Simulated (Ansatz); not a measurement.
# C₂H₅ClSn: single points with varied inputs

Aim: run C₂H₅ClSn under a spread of inputs, and see what each costs and gives.

Program: Ansatz 0.2.0, Gaussian basis. Level of theory: the settings change from run to run. These are calculated values, not measurements.

1 further run of the same task is left out (for a known fault of the program).

### 1 The molecule

An earlier PBE0-D4 in a triple-zeta def2 set relaxation fixed the geometry. Sn takes a core potential in def2 sets; no spin-orbit term is included.

9 atoms, charge 0, spin multiplicity 1.

Atoms are counted from 1 here; the program's logs count them from 0.

Bond lengths: C1–C2 1.524 Å, C1–H5 1.092 Å, C1–H6 1.094 Å, C1–H7 1.095 Å, C2–Sn3 2.191 Å, C2–H8 1.095 Å, C2–H9 1.097 Å, Sn3–Cl4 2.384 Å. Angles: C2–C1–H5 111.2°, C2–C1–H6 111.6°, C2–C1–H7 112.0°, H5–C1–H6 107.6°, H5–C1–H7 107.4°, H6–C1–H7 106.8°, C1–C2–Sn3 114.1°, C1–C2–H8 111.3°, C1–C2–H9 110.4°, Sn3–C2–H8 107.8°, Sn3–C2–H9 105.8°, H8–C2–H9 106.9°, C2–Sn3–Cl4 94.2°.

### 2 revPBE/def2-SVPD

Set apart from the defaults: the search for lower states set to full.

Input file in.yaml:

```yaml
crystal:
  periodic: [false, false, false]
  atoms:
    - {symbol: C, position_ang: [-0.345127, 0.918657, 0.042429]}
    - {symbol: C, position_ang: [0.295208, -0.310598, 0.676533]}
    - {symbol: Sn, position_ang: [1.508100, -1.502342, -0.705813]}
    - {symbol: Cl, position_ang: [-0.277865, -1.856667, -2.244325]}
    - {symbol: H, position_ang: [-0.980978, 0.641793, -0.801316]}
    - {symbol: H, position_ang: [-0.966433, 1.464531, 0.759207]}
    - {symbol: H, position_ang: [0.403717, 1.625197, -0.329062]}
    - {symbol: H, position_ang: [0.927957, -0.036299, 1.527245]}
    - {symbol: H, position_ang: [-0.476178, -0.990573, 1.058001]}
basis:
  gaussian: {orbitals: def2-SVPD}
hamiltonian: {xc: {name: revPBE}}
scf: {lower_state_search: full}
```

The run is started by

```bash
> ansatz run in.yaml --threads 4 --pin off --events-out ev --progress --plain --max-ram 10444MiB
```

Log:

```text
Functional definition: revPBE
  name "revPBE"
  cite "Zhang & Yang, Phys. Rev. Lett. 80, 890 (1998) doi:10.1103/PhysRevLett.80.890"
  cite "Perdew, Burke & Ernzerhof, Phys. Rev. Lett. 77, 3865 (1996) doi:10.1103/PhysRevLett.77.3865"
  parameter kappa = 1.245
  parameter beta = 0.06672455060314922
  exchange = pbe_x(kappa = kappa, mu = beta*pi^2/3)
  correlation = pbe_c(beta = beta)
1287 factors; their error is unknown
mean field evaluation 1: about -20492.6606 eV, gradient 6.5e1 eV
mean field evaluation 2: about -20405.3319 eV, gradient 1.5e2 eV
mean field evaluation 4: about -20503.6511 eV, gradient 1.2e1 eV
mean field evaluation 8: about -20504.1006 eV, gradient 2.9e-1 eV
mean field evaluation 16: about -20504.0521 eV, gradient 1.0e-3 eV
mean field -20504.05205664 eV, -753.5100149358 hartree, gradient 8.6e-6 eV, S^2 0.000000; 0 other end points of the search recorded, 0 dependent functions left out
reference -20504.05211496 eV, -753.5100170791 hartree; 28, 28 occupied and 111, 111 virtual orbitals, 1287 factors
Total energy: -20504.05211496 eV, -753.5100170791 hartree
```

Wall time 1.5 s (4 threads of Arm Neoverse V1, shared host); peak memory 0.41 GiB.

### 3 RPBE/def2-SVPD

Options: charge +1, multiplicity 2, D3(BJ) dispersion.

Edit in.yaml of step 2 so:

```diff
@@ -14,3 +14,4 @@
   gaussian: {orbitals: def2-SVPD}
-hamiltonian: {xc: {name: revPBE}}
-scf: {lower_state_search: full}
+total_charge: 1
+magnetization: {spin_polarized: true, initial_magnetization: 1}
+hamiltonian: {xc: {name: RPBE}, dispersion: d3bj}
```

Launched as before.

Log:

```text
Functional definition: RPBE
  name "RPBE"
  cite "Hammer, Hansen & Nørskov, Phys. Rev. B 59, 7413 (1999) doi:10.1103/PhysRevB.59.7413"
  cite "Perdew, Burke & Ernzerhof, Phys. Rev. Lett. 77, 3865 (1996) doi:10.1103/PhysRevLett.77.3865"
  parameter kappa = 0.804
  parameter beta = 0.06672455060314922
  exchange = rpbe_x(kappa = kappa, mu = beta*pi^2/3)
  correlation = pbe_c(beta = beta)
1287 factors; their error is unknown
mean field evaluation 1: about -20475.7025 eV, gradient 6.2e1 eV
mean field evaluation 2: about -20280.1625 eV, gradient 1.4e2 eV
mean field evaluation 4: about -20493.7873 eV, gradient 2.5e1 eV
mean field evaluation 8: about -20498.1894 eV, gradient 4.1e-1 eV
mean field evaluation 16: about -20498.1415 eV, gradient 6.9e-4 eV
mean field -20498.14148017 eV, -753.2928052568 hartree, gradient 1.6e-5 eV, S^2 0.753702; 2 other end points of the search recorded, 0 dependent functions left out
reference -20498.14152811 eV, -753.2928070188 hartree; 28, 27 occupied and 111, 112 virtual orbitals, 1287 factors
Total energy: -20499.54407128 eV, -753.3443495295 hartree
```

It took 3.1 s on 4 threads of Arm Neoverse V1, shared host; peak memory 0.41 GiB.

⟨S²⟩ 0.754.

### 4 BHLYP/def2-mTZVPP

Options: charge +1, multiplicity 2, atoms shaken by 0.15 Å.

Input file in.yaml:

```yaml
crystal:
  periodic: [false, false, false]
  atoms:
    - {symbol: C, position_ang: [-0.100923, 1.007534, 0.148140]}
    - {symbol: C, position_ang: [0.198915, -0.238043, 0.569878]}
    - {symbol: Sn, position_ang: [1.233923, -1.432023, -0.663024]}
    - {symbol: Cl, position_ang: [-0.215941, -2.000058, -2.300836]}
    - {symbol: H, position_ang: [-1.095354, 0.821608, -0.730793]}
    - {symbol: H, position_ang: [-0.931632, 1.534576, 0.703130]}
    - {symbol: H, position_ang: [0.203633, 1.638087, -0.168115]}
    - {symbol: H, position_ang: [0.956925, -0.086497, 1.558189]}
    - {symbol: H, position_ang: [-0.188589, -0.937344, 0.892881]}
basis:
  gaussian: {orbitals: def2-mTZVPP}
total_charge: 1
magnetization: {spin_polarized: true, initial_magnetization: 1}
hamiltonian: {xc: {name: BHLYP}}
output: {forces: true}
```

Same command.

Log (excerpt; [...] marks lines left out):

```text
Functional definition: BHLYP
  name "BHLYP"
  cite "Becke, J. Chem. Phys. 98, 1372 (1993) doi:10.1063/1.464304"
  cite "Becke, Phys. Rev. A 38, 3098 (1988) doi:10.1103/PhysRevA.38.3098"
  cite "Lee, Yang & Parr, Phys. Rev. B 37, 785 (1988) doi:10.1103/PhysRevB.37.785"
[...]
1257 factors; integrals over basis functions are off by at most 8.9e-4 eV
[...]
mean field -20492.36519323 eV, -753.0805306273 hartree, gradient 7.1e-5 eV, S^2 0.762419; 0 other end points of the search recorded, 0 dependent functions left out
[...]
reference -20492.36536405 eV, -753.0805369047 hartree; 28, 27 occupied and 98, 99 virtual orbitals, 1257 factors
Total energy: -20492.36536405 eV, -753.0805369047 hartree
Atom 0 at    -0.100923     1.007534     0.148140 Å, force   -22.484959   -19.634969     7.087072 eV/Å
Atom 1 at     0.198915    -0.238043     0.569878 Å, force    12.146844    10.712662     2.727629 eV/Å
Atom 2 at     1.233923    -1.432023    -0.663024 Å, force     2.915114    -2.185828    -2.468533 eV/Å
Atom 3 at    -0.215941    -2.000058    -2.300836 Å, force    -0.460969    -0.219184    -0.587821 eV/Å
Atom 4 at    -1.095354     0.821608    -0.730793 Å, force     2.948586     0.507276     1.665056 eV/Å
Atom 5 at    -0.931632     1.534576     0.703130 Å, force     0.926528    -0.841047     0.920158 eV/Å
Atom 6 at     0.203633     1.638087    -0.168115 Å, force    14.699865    23.515410   -12.169069 eV/Å
Atom 7 at     0.956925    -0.086497     1.558189 Å, force    -1.314230    -0.598937    -2.524605 eV/Å
Atom 8 at    -0.188589    -0.937344     0.892881 Å, force    -9.376779   -11.255383     5.350113 eV/Å
Dipole moment:     0.197517     0.411695     0.700563 e Å
```

Wall time 3.5 s (4 threads of Arm Neoverse V1, shared host); peak memory 0.41 GiB.

Largest force 30.681 eV/Å, ⟨S²⟩ 0.762.

### 5 r2SCAN/x2c-TZVPPall

This run has atoms shaken by 0.03 Å.

Input file in.yaml:

```yaml
crystal:
  periodic: [false, false, false]
  atoms:
    - {symbol: C, position_ang: [-0.334792, 0.924821, 0.009420]}
    - {symbol: C, position_ang: [0.270907, -0.318309, 0.747832]}
    - {symbol: Sn, position_ang: [1.505553, -1.487478, -0.672433]}
    - {symbol: Cl, position_ang: [-0.255224, -1.841571, -2.270875]}
    - {symbol: H, position_ang: [-0.969351, 0.681755, -0.787758]}
    - {symbol: H, position_ang: [-0.954632, 1.421229, 0.711506]}
    - {symbol: H, position_ang: [0.461641, 1.635429, -0.275035]}
    - {symbol: H, position_ang: [0.972208, 0.003949, 1.511067]}
    - {symbol: H, position_ang: [-0.511677, -0.917344, 1.093393]}
basis:
  gaussian: {orbitals: x2c-TZVPPall}
hamiltonian: {xc: {name: r2SCAN}}
```

The command is unchanged.

Log:

```text
Functional definition: r2SCAN
  name "r2SCAN"
  cite "Furness, Kaplan, Ning, Perdew & Sun, J. Phys. Chem. Lett. 11, 8208 (2020) doi:10.1021/acs.jpclett.0c02405"
  cite "Furness, Kaplan, Ning, Perdew & Sun, J. Phys. Chem. Lett. 11, 9248 (2020) doi:10.1021/acs.jpclett.0c03077"
  parent r2scan
  parameter k0 = 0.174
  parameter k1 = 0.065
  parameter a1 = 4.9479
  exchange = r2scan_x(k0 = k0, k1 = k1, a1 = a1)
  correlation = r2scan_c
1520 factors; their error is unknown
mean field evaluation 1: about -182780.9178 eV, gradient 7.1e1 eV
mean field evaluation 2: about -182702.3142 eV, gradient 1.5e2 eV
mean field evaluation 4: about -182793.3090 eV, gradient 1.2e1 eV
mean field evaluation 8: about -182793.5819 eV, gradient 1.5e-1 eV
mean field evaluation 16: about -182793.5635 eV, gradient 1.2e-3 eV
mean field -182793.56350451 eV, -6717.5395568633 hartree, gradient 3.2e-5 eV, S^2 0.000000; 0 other end points of the search recorded, 0 dependent functions left out
reference -182793.56351521 eV, -6717.5395572567 hartree; 42, 42 occupied and 192, 192 virtual orbitals, 1520 factors
Total energy: -182793.56351521 eV, -6717.5395572567 hartree
Relativity: scalar
```

It took 5.5 s on 4 threads of Arm Neoverse V1, shared host; peak memory 0.41 GiB.

### 6 SPW92/x2c-TZVPPall

Input file in.yaml:

```yaml
crystal:
  periodic: [false, false, false]
  atoms:
    - {symbol: C, position_ang: [-0.345127, 0.918657, 0.042429]}
    - {symbol: C, position_ang: [0.295208, -0.310598, 0.676533]}
    - {symbol: Sn, position_ang: [1.508100, -1.502342, -0.705813]}
    - {symbol: Cl, position_ang: [-0.277865, -1.856667, -2.244325]}
    - {symbol: H, position_ang: [-0.980978, 0.641793, -0.801316]}
    - {symbol: H, position_ang: [-0.966433, 1.464531, 0.759207]}
    - {symbol: H, position_ang: [0.403717, 1.625197, -0.329062]}
    - {symbol: H, position_ang: [0.927957, -0.036299, 1.527245]}
    - {symbol: H, position_ang: [-0.476178, -0.990573, 1.058001]}
basis:
  gaussian: {orbitals: x2c-TZVPPall}
hamiltonian: {xc: {name: SPW92}}
output: {forces: true}
```

The command is unchanged.

Log (excerpt; [...] marks lines left out):

```text
Functional definition: SPW92
  name "SPW92"
  cite "Dirac, Proc. Camb. Phil. Soc. 26, 376 (1930) doi:10.1017/S0305004100016108"
  cite "Slater, Phys. Rev. 81, 385 (1951) doi:10.1103/PhysRev.81.385"
  cite "Perdew & Wang, Phys. Rev. B 45, 13244 (1992) doi:10.1103/PhysRevB.45.13244"
[...]
1520 factors; their error is unknown
[...]
mean field -182570.40436851 eV, -6709.3386098778 hartree, gradient 8.0e-6 eV, S^2 0.000000; 0 other end points of the search recorded, 0 dependent functions left out
[...]
reference -182570.40440592 eV, -6709.3386112526 hartree; 42, 42 occupied and 192, 192 virtual orbitals, 1520 factors
Total energy: -182570.40440592 eV, -6709.3386112526 hartree
Relativity: scalar
Atom 0 at    -0.345127     0.918657     0.042429 Å, force     0.281984    -0.442669     0.200730 eV/Å
Atom 1 at     0.295208    -0.310598     0.676533 Å, force    -0.027068     0.266004    -0.416522 eV/Å
Atom 2 at     1.508100    -1.502342    -0.705813 Å, force    -0.227500     0.057248    -0.027483 eV/Å
Atom 3 at    -0.277865    -1.856667    -2.244325 Å, force     0.129803     0.083270     0.164482 eV/Å
Atom 4 at    -0.980978     0.641793    -0.801316 Å, force    -0.171608    -0.104353    -0.261023 eV/Å
Atom 5 at    -0.966433     1.464531     0.759207 Å, force    -0.157369     0.130062     0.177339 eV/Å
Atom 6 at     0.403717     1.625197    -0.329062 Å, force     0.170806     0.168900    -0.094823 eV/Å
Atom 7 at     0.927957    -0.036299     1.527245 Å, force     0.176210     0.041029     0.187978 eV/Å
Atom 8 at    -0.476178    -0.990573     1.058001 Å, force    -0.175258    -0.199490     0.069322 eV/Å
Dipole moment:     0.318264     0.142648     0.418476 e Å
```

It took 2.2 s on 4 threads of Arm Neoverse V1, shared host; peak memory 0.41 GiB.

Largest force 0.562 eV/Å, dipole 2.62 D.

### 7 HSE06/def2-TZVPP

Set apart from the defaults: atoms shaken by 0.08 Å, D4 dispersion, high accuracy, the search for lower states set to light.

Input file in.yaml:

```yaml
crystal:
  periodic: [false, false, false]
  atoms:
    - {symbol: C, position_ang: [-0.202430, 0.942637, 0.154604]}
    - {symbol: C, position_ang: [0.433777, -0.430459, 0.723809]}
    - {symbol: Sn, position_ang: [1.340950, -1.460417, -0.582846]}
    - {symbol: Cl, position_ang: [-0.343195, -1.891088, -2.181163]}
    - {symbol: H, position_ang: [-0.910975, 0.787772, -0.735139]}
    - {symbol: H, position_ang: [-0.968553, 1.483829, 0.722230]}
    - {symbol: H, position_ang: [0.437734, 1.587635, -0.420046]}
    - {symbol: H, position_ang: [0.933084, 0.027543, 1.598485]}
    - {symbol: H, position_ang: [-0.446798, -0.861078, 1.025066]}
basis:
  gaussian: {orbitals: def2-TZVPP}
hamiltonian: {xc: {name: HSE06}, dispersion: d4}
accuracy: high
scf: {lower_state_search: light}
output: {forces: true}
```

The command is unchanged.

Log (excerpt; [...] marks lines left out):

```text
Functional definition: HSE06
  name "HSE06"
  cite "Heyd, Scuseria & Ernzerhof, J. Chem. Phys. 118, 8207 (2003) doi:10.1063/1.1564060"
  cite "Krukau, Vydrov, Izmaylov & Scuseria, J. Chem. Phys. 125, 224106 (2006) doi:10.1063/1.2404663"
  cite "Heyd & Scuseria, J. Chem. Phys. 120, 7274 (2004) doi:10.1063/1.1668634"
  cite "Ernzerhof & Perdew, J. Chem. Phys. 109, 3313 (1998) doi:10.1063/1.476928"
  cite "Perdew, Burke & Ernzerhof, Phys. Rev. Lett. 77, 3865 (1996) doi:10.1103/PhysRevLett.77.3865"
  parent pbe
[...]
  # The whole range is PBE's own exchange, as in plane waves. The composition of these papers is wPBEh.
[...]
4009 factors; integrals over basis functions are off by at most 1.2e-8 eV
120 factors; integrals over basis functions are off by at most 1.2e-9 eV
[...]
Total energy: -20503.77417185 eV, -753.4998028581 hartree
Atom 0 at    -0.202430     0.942637     0.154604 Å, force    -1.974609    -1.065599    -2.862095 eV/Å
Atom 1 at     0.433777    -0.430459     0.723809 Å, force    -2.483367     7.339941     3.078441 eV/Å
Atom 2 at     1.340950    -1.460417    -0.582846 Å, force     3.957994    -3.308157    -3.790162 eV/Å
Atom 3 at    -0.343195    -1.891088    -2.181163 Å, force    -0.470874     0.084414    -0.029887 eV/Å
Atom 4 at    -0.910975     0.787772    -0.735139 Å, force     0.750825    -0.901465     0.833815 eV/Å
Atom 5 at    -0.968553     1.483829     0.722230 Å, force     0.986481    -0.008565     0.965607 eV/Å
Atom 6 at     0.437734     1.587635    -0.420046 Å, force     0.988212     0.695883     0.701446 eV/Å
Atom 7 at     0.933084     0.027543     1.598485 Å, force     0.311696    -1.163987    -0.158826 eV/Å
Atom 8 at    -0.446798    -0.861078     1.025066 Å, force    -2.066358    -1.672465     1.261661 eV/Å
Dipole moment:     0.130611     0.319046     0.567396 e Å
```

Wall time 19 s (4 threads of Arm Neoverse V1, shared host); peak memory 1.5 GiB.

Largest force 8.338 eV/Å, dipole 3.19 D.

### 8 PBE0-DH/def2-SVP

Options: charge +1, multiplicity 2.

Input file in.yaml:

```yaml
crystal:
  periodic: [false, false, false]
  atoms:
    - {symbol: C, position_ang: [-0.345127, 0.918657, 0.042429]}
    - {symbol: C, position_ang: [0.295208, -0.310598, 0.676533]}
    - {symbol: Sn, position_ang: [1.508100, -1.502342, -0.705813]}
    - {symbol: Cl, position_ang: [-0.277865, -1.856667, -2.244325]}
    - {symbol: H, position_ang: [-0.980978, 0.641793, -0.801316]}
    - {symbol: H, position_ang: [-0.966433, 1.464531, 0.759207]}
    - {symbol: H, position_ang: [0.403717, 1.625197, -0.329062]}
    - {symbol: H, position_ang: [0.927957, -0.036299, 1.527245]}
    - {symbol: H, position_ang: [-0.476178, -0.990573, 1.058001]}
basis:
  gaussian: {orbitals: def2-SVP}
total_charge: 1
magnetization: {spin_polarized: true, initial_magnetization: 1}
hamiltonian: {xc: {name: PBE0-DH}}
output: {forces: true}
```

Same command.

Log (excerpt; [...] marks lines left out):

```text
Functional definition: PBE0-DH
  name "PBE0-DH"
  cite "Brémond & Adamo, J. Chem. Phys. 135, 024106 (2011) doi:10.1063/1.3604569"
  cite "Perdew, Burke & Ernzerhof, Phys. Rev. Lett. 77, 3865 (1996) doi:10.1103/PhysRevLett.77.3865"
[...]
1054 factors; integrals over basis functions are off by at most 1.3e-3 eV
[...]
mean field -20484.76509362 eV, -752.8012321181 hartree, gradient 8.1e-6 eV, S^2 0.767118; 2 other end points of the search recorded, 0 dependent functions left out
11 core orbitals not correlated: weight in the atoms' cores, before any rotation towards them, 1.000 or more for the frozen orbitals, at most 0.000 for the correlated occupied ones
reference -20484.76511146 eV, -752.8012327735 hartree; 17, 16 occupied and 69, 70 virtual orbitals, 1054 factors
second order -16.73834872 eV of doubles, -0.00000000 eV of singles
[...]
Total energy: -20486.85740504 eV, -752.8781231447 hartree
Atom 0 at    -0.345127     0.918657     0.042429 Å, force     0.773456    -0.601012    -0.966878 eV/Å
Atom 1 at     0.295208    -0.310598     0.676533 Å, force    -1.231582     1.878569     1.601090 eV/Å
Atom 2 at     1.508100    -1.502342    -0.705813 Å, force    -0.891299    -0.480688    -1.208054 eV/Å
Atom 3 at    -0.277865    -1.856667    -2.244325 Å, force     0.968056    -0.002783     0.521915 eV/Å
Atom 4 at    -0.980978     0.641793    -0.801316 Å, force    -0.171121     0.003183    -0.021404 eV/Å
Atom 5 at    -0.966433     1.464531     0.759207 Å, force    -0.020223    -0.162567     0.433814 eV/Å
Atom 6 at     0.403717     1.625197    -0.329062 Å, force     0.030638     0.144937     0.065882 eV/Å
Atom 7 at     0.927957    -0.036299     1.527245 Å, force     0.416337    -0.153942    -0.095572 eV/Å
Atom 8 at    -0.476178    -0.990573     1.058001 Å, force     0.125737    -0.625695    -0.330794 eV/Å
Dipole moment:     0.414790     0.283635     0.699073 e Å
```

Run time: 7 s. Hardware: 4 threads of Arm Neoverse V1, shared host; peak memory 0.41 GiB.

Largest force 2.758 eV/Å, ⟨S²⟩ 0.767.

### 9 PBE0-DH/def2-TZVP

Edit in.yaml of step 8 so:

```diff
@@ -13,5 +13,3 @@
 basis:
-  gaussian: {orbitals: def2-SVP}
-total_charge: 1
-magnetization: {spin_polarized: true, initial_magnetization: 1}
+  gaussian: {orbitals: def2-TZVP}
 hamiltonian: {xc: {name: PBE0-DH}}
```

The command is unchanged.

Log (excerpt; [...] marks lines left out):

```text
Functional definition: PBE0-DH
  name "PBE0-DH"
  cite "Brémond & Adamo, J. Chem. Phys. 135, 024106 (2011) doi:10.1063/1.3604569"
  cite "Perdew, Burke & Ernzerhof, Phys. Rev. Lett. 77, 3865 (1996) doi:10.1103/PhysRevLett.77.3865"
[...]
1334 factors; integrals over basis functions are off by at most 1.0e-3 eV
[...]
mean field -20499.90069343 eV, -753.3574551519 hartree, gradient 1.8e-6 eV, S^2 0.000000; 0 other end points of the search recorded, 0 dependent functions left out
11 core orbitals not correlated: weight in the atoms' cores, before any rotation towards them, 1.000 or more for the frozen orbitals, at most 0.000 for the correlated occupied ones
reference -20499.90071469 eV, -753.3574559332 hartree; 17, 17 occupied and 151, 151 virtual orbitals, 1334 factors
second order -27.71970516 eV of doubles, -0.00000000 eV of singles
[...]
Total energy: -20503.36567784 eV, -753.4847909802 hartree
Atom 0 at    -0.345127     0.918657     0.042429 Å, force    -0.024785     0.043672    -0.016733 eV/Å
Atom 1 at     0.295208    -0.310598     0.676533 Å, force     0.043904    -0.059388    -0.024587 eV/Å
Atom 2 at     1.508100    -1.502342    -0.705813 Å, force    -0.213472     0.066927    -0.001323 eV/Å
Atom 3 at    -0.277865    -1.856667    -2.244325 Å, force     0.121609     0.023411     0.105696 eV/Å
Atom 4 at    -0.980978     0.641793    -0.801316 Å, force     0.070155     0.023456     0.091675 eV/Å
Atom 5 at    -0.966433     1.464531     0.759207 Å, force     0.069766    -0.065061    -0.073772 eV/Å
Atom 6 at     0.403717     1.625197    -0.329062 Å, force    -0.074648    -0.080869     0.043209 eV/Å
Atom 7 at     0.927957    -0.036299     1.527245 Å, force    -0.063776    -0.021453    -0.085034 eV/Å
Atom 8 at    -0.476178    -0.990573     1.058001 Å, force     0.071248     0.069304    -0.039131 eV/Å
Dipole moment:     0.371151     0.152339     0.463041 e Å
```

It took 9.5 s on 4 threads of Arm Neoverse V1, shared host; peak memory 0.62 GiB.

Largest force 0.224 eV/Å, dipole 2.94 D.

### 10 All runs side by side

| level | charge | multiplicity | geometry | functions | energy (eV) | time |
| --- | --- | --- | --- | --- | --- | --- |
| revPBE/def2-SVPD | 0 | 1 | relaxed | 139 | -20504.052 | 1.5 s |
| RPBE/def2-SVPD | 1 | 2 | relaxed | 139 | -20499.544 | 3.1 s |
| BHLYP/def2-mTZVPP | 1 | 2 | shaken | 126 | -20492.365 | 3.5 s |
| r2SCAN/x2c-TZVPPall | 0 | 1 | shaken | 234 | -182793.564 | 5.5 s |
| SPW92/x2c-TZVPPall | 0 | 1 | relaxed | 234 | -182570.404 | 2.2 s |
| HSE06/def2-TZVPP | 0 | 1 | shaken | 224 | -20503.774 | 19 s |
| PBE0-DH/def2-SVP | 1 | 2 | relaxed | 97 | -20486.857 | 7 s |
| PBE0-DH/def2-TZVP | 0 | 1 | relaxed | 179 | -20503.366 | 9.5 s |

### 11 Results

```
                                         quantity                    value
                                             runs                        8
                                         quickest  revPBE/def2-SVPD, 1.5 s
                                          slowest   HSE06/def2-TZVPP, 19 s
spread of total energies, same state and geometry              162067.0 eV
                  dipole, same state and geometry           2.62 to 2.94 D
```

HSE06/def2-TZVPP took 12 times as long as revPBE/def2-SVPD. The jobs differ in tasks and options as well as level. Total energies at one charge and spin differ by 162067 eV between levels, so only differences within one level mean anything. Some of these runs are scalar-relativistic and others not, which shifts the totals of all-electron atoms past neon by eV; core potentials, where a basis has them, take the core out of the total altogether. At the PBE0-D4/def2-TZVP geometry and in the same state, runs without warnings or point charges leave forces up to 0.56 eV/Å (SPW92/x2c-TZVPPall), against 8.3 eV/Å where the atoms were moved.
